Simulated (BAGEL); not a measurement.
**C3H8Ge (SMILES C=C[CH2][GeH3]): a chain of runs**

Wanted: the energy (HF/cc-pVDZ), then state gradients and their coupling (CASSCF(2,2)/cc-pVDZ) of C3H8Ge. 

The results are computed with BAGEL 1.2.2.

1 further run of the same task is left out (it didn't finish).

**1. Starting point**

C3H8Ge: 12 atoms, total charge 0, spin state singlet. SMILES: `C=C[CH2][GeH3]`. All atoms were displaced at random from a relaxed shape.

Bond lengths: C1–C2 1.430 Å, C2–C3 1.466 Å, C3–Ge4 1.953 Å, C1–H5 1.116 Å, C1–H6 1.113 Å, C2–H7 1.046 Å, C3–H9 0.812 Å, Ge4–H10 1.661 Å, Ge4–H11 1.510 Å, Ge4–H12 1.544 Å. Some angles: C1–C2–C3 136.4°, C2–C3–Ge4 110.0°, C1–C2–H7 104.6°, C3–C2–H7 118.6°, C2–C1–H5 106.6°, C2–C1–H6 125.4°, C2–C3–H9 113.0°, Ge4–C3–H9 123.5°, C3–Ge4–H10 99.7°, C3–Ge4–H11 124.0°. A long bond or contact: C3–H8 1.329 Å.

**2. A single-point energy at HF/cc-pVDZ (density fitting with cc-pvtz-jkfit) (run 1)**

input.json

```json
{ "bagel" : [

{
  "title" : "molecule",
  "basis" : "cc-pvdz.json",
  "df_basis" : "cc-pvtz-jkfit",
  "geometry" : [
    { "atom" : "C", "xyz" : [    -2.21274268,     3.21746093,    -0.05102450 ] },
    { "atom" : "C", "xyz" : [    -0.16613338,     1.76140238,     0.94702680 ] },
    { "atom" : "C", "xyz" : [     0.27285000,    -0.89312992,     1.60519573 ] },
    { "atom" : "Ge", "xyz" : [     1.49879848,    -2.73761033,    -1.34726701 ] },
    { "atom" : "H", "xyz" : [    -3.87244756,     1.92264893,    -0.17152666 ] },
    { "atom" : "H", "xyz" : [    -2.10681408,     5.24042597,    -0.61860374 ] },
    { "atom" : "H", "xyz" : [     1.36331079,     3.01317020,     0.98733088 ] },
    { "atom" : "H", "xyz" : [    -2.12942277,    -1.61033957,     1.73786584 ] },
    { "atom" : "H", "xyz" : [     0.85023314,    -1.07250083,     3.01496732 ] },
    { "atom" : "H", "xyz" : [     4.33632808,    -1.42760305,    -1.64751426 ] },
    { "atom" : "H", "xyz" : [     0.21935563,    -2.69643887,    -3.89759415 ] },
    { "atom" : "H", "xyz" : [     2.19171192,    -5.46392955,    -0.57543294 ] }
  ]
},

{ "title" : "hf" },

{ "title" : "print", "file" : "orbitals.molden", "orbitals" : true }

]}
```

The basis set cc-pVDZ is read from a file made from the Basis Set Exchange's data (not shown).

Command:

```
$ BAGEL_NUM_THREADS=1 BAGEL input.json > input.out
```

Output:

```text
* using 1 threads per process

  ===============================================================
  ===============================================================

  *** Geometry ***

  { "atom" : "C", "xyz" : [     -2.212743,      3.217461,     -0.051025 ] },
  { "atom" : "C", "xyz" : [     -0.166133,      1.761402,      0.947027 ] },
  { "atom" : "C", "xyz" : [      0.272850,     -0.893130,      1.605196 ] },
  { "atom" : "Ge", "xyz" : [      1.498798,     -2.737610,     -1.347267 ] },
  { "atom" : "H", "xyz" : [     -3.872448,      1.922649,     -0.171527 ] },
  { "atom" : "H", "xyz" : [     -2.106814,      5.240426,     -0.618604 ] },
  { "atom" : "H", "xyz" : [      1.363311,      3.013170,      0.987331 ] },
  { "atom" : "H", "xyz" : [     -2.129423,     -1.610340,      1.737866 ] },
  { "atom" : "H", "xyz" : [      0.850233,     -1.072501,      3.014967 ] },
  { "atom" : "H", "xyz" : [      4.336328,     -1.427603,     -1.647514 ] },
  { "atom" : "H", "xyz" : [      0.219356,     -2.696439,     -3.897594 ] },
  { "atom" : "H", "xyz" : [      2.191712,     -5.463930,     -0.575433 ] },

  Number of auxiliary basis functions:      684

  Since a DF basis is specified, we compute 2- and 3-index integrals:
    o Being stored without compression. Storage requirement is 0.065 GB

  Number of basis functions:      109
  Number of electrons      :       58

    * METHOD: MOLECULE                             0.53

  *** RHF ***

  === Nuclear Repulsion ===
   248.4962756077

      * DIIS with orbital gradients will be used.

  === RHF iteration (cc-pvdz.json) ===
      0      -2193.24822945          0.01150578           0.17
      1      -2193.38098421          0.00487875           0.18
      2      -2193.40091515          0.00143877           0.16
      3      -2193.40294269          0.00046982           0.16
      4      -2193.40315551          0.00010153           0.16
      5      -2193.40317087          0.00002747           0.16
      6      -2193.40317271          0.00001283           0.16
      7      -2193.40317306          0.00000495           0.17
      8      -2193.40317313          0.00000158           0.16
      9      -2193.40317314          0.00000048           0.16
     10      -2193.40317314          0.00000016           0.16
     11      -2193.40317314          0.00000006           0.16
     12      -2193.40317314          0.00000003           0.16
     13      -2193.40317314          0.00000001           0.16
    * SCF iteration converged.

    * Permanent dipole moment:
           (    0.228755,     0.049263,    -0.057173) a.u.

    * METHOD: HF                                   2.63

    * METHOD: PRINT                                0.02

  ===============================================================
```

It took 3.6 s on 1 thread of Arm Neoverse V2, shared host; peak memory 0.22 GiB.

**3. State gradients and their coupling at CASSCF(2,2)/cc-pVDZ (density fitting with cc-pvtz-jkfit, 2 states averaged) (run 2)**

calc.json

```json
{ "bagel" : [

{
  "title" : "molecule",
  "basis" : "cc-pvdz.json",
  "df_basis" : "cc-pvtz-jkfit",
  "geometry" : [
    { "atom" : "C", "xyz" : [    -2.21274268,     3.21746093,    -0.05102450 ] },
    { "atom" : "C", "xyz" : [    -0.16613338,     1.76140238,     0.94702680 ] },
    { "atom" : "C", "xyz" : [     0.27285000,    -0.89312992,     1.60519573 ] },
    { "atom" : "Ge", "xyz" : [     1.49879848,    -2.73761033,    -1.34726701 ] },
    { "atom" : "H", "xyz" : [    -3.87244756,     1.92264893,    -0.17152666 ] },
    { "atom" : "H", "xyz" : [    -2.10681408,     5.24042597,    -0.61860374 ] },
    { "atom" : "H", "xyz" : [     1.36331079,     3.01317020,     0.98733088 ] },
    { "atom" : "H", "xyz" : [    -2.12942277,    -1.61033957,     1.73786584 ] },
    { "atom" : "H", "xyz" : [     0.85023314,    -1.07250083,     3.01496732 ] },
    { "atom" : "H", "xyz" : [     4.33632808,    -1.42760305,    -1.64751426 ] },
    { "atom" : "H", "xyz" : [     0.21935563,    -2.69643887,    -3.89759415 ] },
    { "atom" : "H", "xyz" : [     2.19171192,    -5.46392955,    -0.57543294 ] }
  ]
},

{
  "title" : "hf"
},

{
  "title" : "forces",
  "dipole" : "true",
  "grads" : [
    {
      "title" : "force",
      "target" : 0
    },
    {
      "title" : "force",
      "target" : 1
    },
    {
      "title" : "nacme",
      "target" : 0,
      "target2" : 1,
      "nacmtype" : "full"
    }
  ],
  "method" : [
    {
      "title" : "casscf",
      "nstate" : 2,
      "nact" : 2,
      "nclosed" : 28,
      "active" : [29, 30],
      "maxiter" : 200,
      "natocc" : "true"
    }
  ]
}

]}
```

The basis set cc-pVDZ is read from a file made from the Basis Set Exchange's data (not shown).

Command:

```
$ BAGEL_NUM_THREADS=1 BAGEL calc.json > calc.out
```

Output:

```text
* using 1 threads per process

  ===============================================================
  ===============================================================

  *** Geometry ***

  { "atom" : "C", "xyz" : [     -2.212743,      3.217461,     -0.051025 ] },
  { "atom" : "C", "xyz" : [     -0.166133,      1.761402,      0.947027 ] },
  { "atom" : "C", "xyz" : [      0.272850,     -0.893130,      1.605196 ] },
[... 8 lines of this table left out ...]
  { "atom" : "H", "xyz" : [      2.191712,     -5.463930,     -0.575433 ] },

  Number of auxiliary basis functions:      684

  Since a DF basis is specified, we compute 2- and 3-index integrals:
    o Being stored without compression. Storage requirement is 0.065 GB

  Number of basis functions:      109
  Number of electrons      :       58

    * METHOD: MOLECULE                             0.52

  *** RHF ***

[... 11 lines left out ...]
    * SCF iteration converged.
[... 30 lines left out ...]
    * Second-order optimization converged. *
[... 18 lines left out ...]
     * ci vector, state   1, <S^2> = 0.0000
[... 6 lines left out ...]
    * Permanent dipole moment: CASSCF unrelaxed dipole moment: 1
[... 5 lines left out ...]
  * CASSCF dipole moments
[... 3 lines left out ...]
    * State             1 :   (   -0.057940,    -0.387506,    -0.245926) a.u.
[... 14 lines left out ...]
    * Permanent dipole moment: Relaxed
[... 64 lines left out ...]
    * Permanent dipole moment: Relaxed
[... 71 lines left out ...]
    * Permanent dipole moment: Relaxed
[... 17 lines left out ...]
        x          0.0097119299
        y          0.0933056686
        z          0.0678002563
    o Atom   4
        x         -0.0105801380
        y         -0.0374647669
        z          0.0154680193
    o Atom   5
        x          0.0042411832
        y         -0.0012062101
        z          0.0192589710
    o Atom   6
        x         -0.0000474444
        y          0.0110623825
        z          0.0190580106
    o Atom   7
        x         -0.0938018983
        y          0.0064933183
        z         -0.0203219060
    o Atom   8
        x         -0.0023208924
        y          0.0124839267
        z          0.0025500274
    o Atom   9
        x         -0.0011240404
        y         -0.0078869749
        z         -0.0052467483
    o Atom  10
        x         -0.0149520982
        y          0.0064985905
        z          0.0132721899
    o Atom  11
        x         -0.0249124137
        y          0.0186812954
        z          0.0229532858
  * Gradient computed with                             12.54

    * METHOD: FORCES                              57.66

  ===============================================================
```

Wall time 62 s (1 thread of Arm Neoverse V2, shared host); peak memory 0.31 GiB.

**4. What came out**

| quantity | value |
| --- | --- |
| run 1, HF/cc-pVDZ: total energy | -2193.40317 Eh |
| run 1, HF/cc-pVDZ: dipole moment | 0.61 D |
| run 1, HF/cc-pVDZ: HOMO energy | -9.04 eV |
| run 1, HF/cc-pVDZ: LUMO energy | 3.57 eV |
| run 1, HF/cc-pVDZ: HOMO–LUMO gap | 12.61 eV |
| run 2, CASSCF(2,2)/cc-pVDZ: energy of the lowest of 2 roots | -2193.40781 Eh |
| run 2, CASSCF(2,2)/cc-pVDZ: largest force on an atom | 28.438 eV/Å |
| run 2, CASSCF(2,2)/cc-pVDZ: lowest excitation energy within this active space | 7.68 eV |

In words: The orbitals (run 2, CASSCF(2,2)/cc-pVDZ) are averaged over several states, so each root lies above its own optimum (it can stand above Hartree-Fock), and forces and dipoles share that bias. The brightest of the 1 transitions from the ground state lies at 7.68 eV (161 nm, f = 0.542). The basis has no diffuse functions, so Rydberg states are missing or pushed up, and the true lowest state may lie lower.
